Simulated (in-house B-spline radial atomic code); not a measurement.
# Sn¹⁸⁺: ionisation energy by several methods

Wanted: one ionisation energy, Sn¹⁸⁺ to configuration [Ar] 3d10 4s2 4p1, up the ladder of functionals.

The numbers are computed with in-house B-spline radial atomic code version 1 (scalar-relativistic (X2C), several functionals, spin-polarised, exact exchange averaged over the configuration; spherical all-electron atom at the radial basis limit), except any that are marked as measured or tabulated.

### Step 1. The system

```
element       : tin (Z = 50)
charge        : +18
electrons     : 32
configuration : [Ar] 3d10 4s2 4p2
nucleus       : Fermi, rms radius 4.652 fm
```

The outer shells:

[Ar] 3d10 4s2 4p2
```
[Ar] core
3d [↑↓][↑↓][↑↓][↑↓][↑↓]
4s [↑↓]
4p [↑ ][↑ ][  ]
```

Where spins are not typed, each open shell is filled with up spins first.

### Step 2. M06-2X, a global hybrid

The run's settings:

```ini
Z = 50
electrons = 32.0
configuration = [Ar] 3d10 4s2 4p2
hamiltonian = x2c
method = m062x
spin_polarised = True
nucleus = fermi
rms_radius = 4.6519
mass_number = 120
atomic_mass = 119.902202557
speed_of_light = 137.035999084
exact_exchange = averaged over the configuration
```

Run with:

```
> python run_scf.py task.json out
```

One command runs all members of the session, one after another, from task.json.

From the run's result record (rounded, not every field):

```text
{
  "status": "converged",
  "warnings": ["states collapsed into the nucleus by a negative tau potential were left out of the aufbau"],
  "scf [iteration, energy, orbital gradient]": [
    [1, -6046.68205006, 0.176],
    [2, -6046.69710352, 0.00645],
    [3, -6046.69722453, 0.00246],
    [4, -6046.69724308, 0.00123],
    [5, -6046.69724535, 0.000186],
    [6, -6046.69724557, 3.16e-05],
    [7, -6046.69724559, 1.02e-05],
    [8, -6046.6972456, 5.29e-06],
    [9, -6046.69724561, 4.48e-06],
    [10, -6046.6972456, 6.51e-06],
    [11, -6046.6972456, 8.01e-06],
    [12, -6046.69724561, 7.75e-06],
    [13, -6046.69724561, 1.41e-06],
    [14, -6046.69724561, 3.42e-06],
    [15, -6046.69724561, 9e-07],
    [16, -6046.69724561, 6.71e-07],
    [17, -6046.69724561, 4.45e-07]
  ],
  "energy [hartree]": {"total": -6046.69724561, "kinetic": 6374.54485104, "nuclear": -14096.5969057, "coulomb": 1825.75599383, "exact_exchange": -79.7205451413, "xc": -70.6806395931},
  "orbitals [hartree, bohr; first row names the columns]": [
    ["name", "occ", "eps", "<r>", "<r^2>", "<1/r>", "r_max"],
    ["1s up", 1.0, -1089.3712, 0.028486, 0.0011085, 55.481, 0.018071],
    ["1s down", 1.0, -1089.3191, 0.028485, 0.0011085, 55.483, 0.01807],
    ["2s up", 1.0, -181.0264, 0.125, 0.018482, 12.582, 0.10601],
    ["2s down", 1.0, -180.9908, 0.125, 0.01848, 12.583, 0.106],
    ["2p up", 3.0, -164.57464, 0.10921, 0.014577, 11.713, 0.084482],
    ["2p down", 3.0, -164.5238, 0.10923, 0.014582, 11.712, 0.084497],
    ["3s up", 1.0, -49.056126, 0.33575, 0.12885, 4.4553, 0.30607],
    ["3s down", 1.0, -49.005759, 0.33553, 0.1286, 4.4567, 0.30612],
    ["3p up", 3.0, -43.626192, 0.33287, 0.12849, 4.1776, 0.29859],
    ["3p down", 3.0, -43.56152, 0.33266, 0.12823, 4.1779, 0.29878],
    ["3d up", 5.0, -35.228398, 0.30777, 0.11186, 3.9335, 0.24737],
    ["3d down", 5.0, -35.197135, 0.3074, 0.11149, 3.9358, 0.24744],
    ["4s up", 1.0, -20.177995, 0.73025, 0.59715, 1.9526, 0.70169],
    ["4s down", 1.0, -19.717219, 0.73359, 0.60334, 1.945, 0.70146],
    ["4p up", 2.0, -18.253645, 0.75396, 0.6403, 1.837, 0.72323]
  ],
  "sum_r [bohr^k]": {"-1": 287.3013, "1": 9.677794, "2": 4.752086},
  "radius_at_0.001 [bohr]": 1.662,
  "radius_enclosing_fraction [bohr]": {"0.5": 0.255, "0.9": 0.6338, "0.99": 1.092},
  "slater [hartree]": {
    "F0(4s up,4s up)": 1.2272,
    "F0(4s up,4s down)": 1.2244,
    "F0(4s up,4p up)": 1.2072,
    "G1(4s up,4p up)": 0.82615,
    "F0(4s down,4s down)": 1.2217,
    "F0(4s down,4p up)": 1.2046,
    "F0(4p up,4p up)": 1.1888,
    "F2(4p up,4p up)": 0.62935
  },
  "ionisation_energy [hartree]": 18.4958613
}
```

Wall time 1.4 s (1 thread, shared host).

The run also solves the next ion with the same method; the record keeps the difference, ionisation_energy. radius_at_0.001 is where the density falls to 0.001 electrons per bohr³. Meta-GGA runs start from a PBE run whose iterations are not counted.

Radial density 4πr²n(r) and radial functions P(r) = rR(r):

| r (bohr) | 4πr²n | 4s down | 4p up |
| --- | --- | --- | --- |
| 0.00215 | 7.488 | 0.1399 | 0.0052 |
| 0.00313 | 12.94 | 0.1832 | 0.0099 |
| 0.00455 | 21.44 | 0.2341 | 0.0188 |
| 0.00662 | 33.49 | 0.2883 | 0.0353 |
| 0.00963 | 47.94 | 0.3341 | 0.0656 |
| 0.0140 | 60.59 | 0.3492 | 0.1183 |
| 0.0204 | 64.93 | 0.2971 | 0.2046 |
| 0.0296 | 59.19 | 0.1393 | 0.3270 |
| 0.0430 | 55.58 | -0.1358 | 0.4654 |
| 0.0625 | 69.24 | -0.4412 | 0.5415 |
| 0.0909 | 81.97 | -0.5382 | 0.4084 |
| 0.132 | 65.18 | -0.1633 | -0.0437 |
| 0.192 | 56.19 | 0.5484 | -0.6327 |
| 0.279 | 65.44 | 0.7876 | -0.7443 |
| 0.406 | 37.09 | -0.0955 | 0.0776 |
| 0.591 | 12.61 | -1.2428 | 1.1652 |
| 0.859 | 6.253 | -1.2087 | 1.2335 |
| 1.25 | 0.7758 | -0.4162 | 0.4688 |
| 1.82 | 0.009204 | -0.0414 | 0.0549 |
| 2.64 | 4.408e-06 | -0.0009 | 0.0013 |

Clear maxima of the radial density (full grid of the record): 0.020, 0.091, 0.28 bohr.

### Step 3. B97-1, a global hybrid

The settings differ from step 2 so:

```diff
@@ -4,3 +4,3 @@
 hamiltonian = x2c
-method = m062x
+method = b97_1
 spin_polarised = True
```

Main fields:

```text
{
  "status": "converged",
  "iterations": 9,
  "energy [hartree]": {"total": -6045.89676369, "kinetic": 6373.54096831, "nuclear": -14094.8997058, "coulomb": 1825.21554927, "exact_exchange": -30.9977804394, "xc": -118.755795011},
  "orbitals [hartree, bohr; first row names the columns]": [
    ["name", "occ", "eps", "<r>"],
    ["1s up", 1.0, -1085.2038, 0.028474],
    ["1s down", 1.0, -1085.1671, 0.028474],
    ["2s up", 1.0, -179.66093, 0.12486],
    ["2s down", 1.0, -179.63767, 0.12485],
    ["2p up", 3.0, -163.19118, 0.1092],
    ["2p down", 3.0, -163.15232, 0.10921],
    ["3s up", 1.0, -48.515647, 0.33558],
    ["3s down", 1.0, -48.479158, 0.33545],
    ["3p up", 3.0, -43.083901, 0.33312],
    ["3p down", 3.0, -43.036338, 0.33298],
    ["3d up", 5.0, -34.773205, 0.30835],
    ["3d down", 5.0, -34.735983, 0.30806],
    ["4s up", 1.0, -19.975214, 0.72837],
    ["4s down", 1.0, -19.686787, 0.73012],
    ["4p up", 2.0, -18.066398, 0.75328]
  ],
  "sum_r [bohr^k]": {"-1": 287.2692, "1": 9.67834, "2": 4.748427},
  "ionisation_energy [hartree]": 18.480531
}
```

Wall time 0.45 s (1 thread, shared host).

### Step 4. LC-ωPBE, a range-separated hybrid

The settings differ from step 3 so:

```diff
@@ -4,3 +4,3 @@
 hamiltonian = x2c
-method = b97_1
+method = lc_wpbe
 spin_polarised = True
```

Main fields:

```text
{
  "status": "converged",
  "iterations": 9,
  "energy [hartree]": {"total": -6045.62366472, "kinetic": 6373.82990728, "nuclear": -14094.8835898, "coulomb": 1824.80832215, "exact_exchange": -6.94986059035, "xc": -142.428443815},
  "orbitals [hartree, bohr; first row names the columns]": [
    ["name", "occ", "eps", "<r>"],
    ["1s up", 1.0, -1082.53, 0.028473],
    ["1s down", 1.0, -1082.5005, 0.028472],
    ["2s up", 1.0, -178.69068, 0.12488],
    ["2s down", 1.0, -178.67466, 0.12488],
    ["2p up", 3.0, -162.38618, 0.10919],
    ["2p down", 3.0, -162.35886, 0.10919],
    ["3s up", 1.0, -48.214884, 0.33591],
    ["3s down", 1.0, -48.179444, 0.33578],
    ["3p up", 3.0, -42.862508, 0.33332],
    ["3p down", 3.0, -42.822959, 0.33316],
    ["3d up", 5.0, -34.663988, 0.30855],
    ["3d down", 5.0, -34.625587, 0.30827],
    ["4s up", 1.0, -20.041474, 0.72837],
    ["4s down", 1.0, -19.827617, 0.72772],
    ["4p up", 2.0, -18.161919, 0.75334]
  ],
  "sum_r [bohr^k]": {"-1": 287.2717, "1": 9.679833, "2": 4.749187},
  "ionisation_energy [hartree]": 18.4808663
}
```

Run time: 1 s. Hardware: 1 thread, shared host.

### Step 5. The ladder

| method | rung | total energy (hartree) | ΔSCF (eV) | −ε highest (eV) | ΔSCF less tabulated (eV) |
| --- | --- | --- | --- | --- | --- |
| M06-2X | global hybrid | -6046.6972 | 503.30 | 496.71 (4p up) | -2.70 |
| B97-1 | global hybrid | -6045.8968 | 502.88 | 491.61 (4p up) | -3.12 |
| LC-ωPBE | range-separated hybrid | -6045.6237 | 502.89 | 494.21 (4p up) | -3.11 |

**Reading.** The tabulated ionisation energy is 506 ± 3 eV (tabulated theoretical; NIST Atomic Spectra Database). M06-2X comes nearest (-2.70 eV) and B97-1 is farthest (-3.12 eV, 0.62 %). The table's own uncertainty exceeds the spread between the methods, so their order is not settled. All methods miss on the same side by much the same amount, which points to something that they share. Relativistic terms that these runs lack can be as large as the gaps between close methods, so the nearest may be so by luck. Spin-orbit coupling is left out. Open shells are averaged (over orientations, and over spins where the run is restricted), while tables refer to the lowest levels.

Cost against accuracy (CPU time on one thread of a shared host; * marks runs that also wrote radial tables):

| method | CPU time | miss (eV) |
| --- | --- | --- |
| B97-1 | 0.45 s | -3.12 |
| LC-ωPBE | 1 s | -3.11 |
| M06-2X* | 1.4 s | -2.70 |
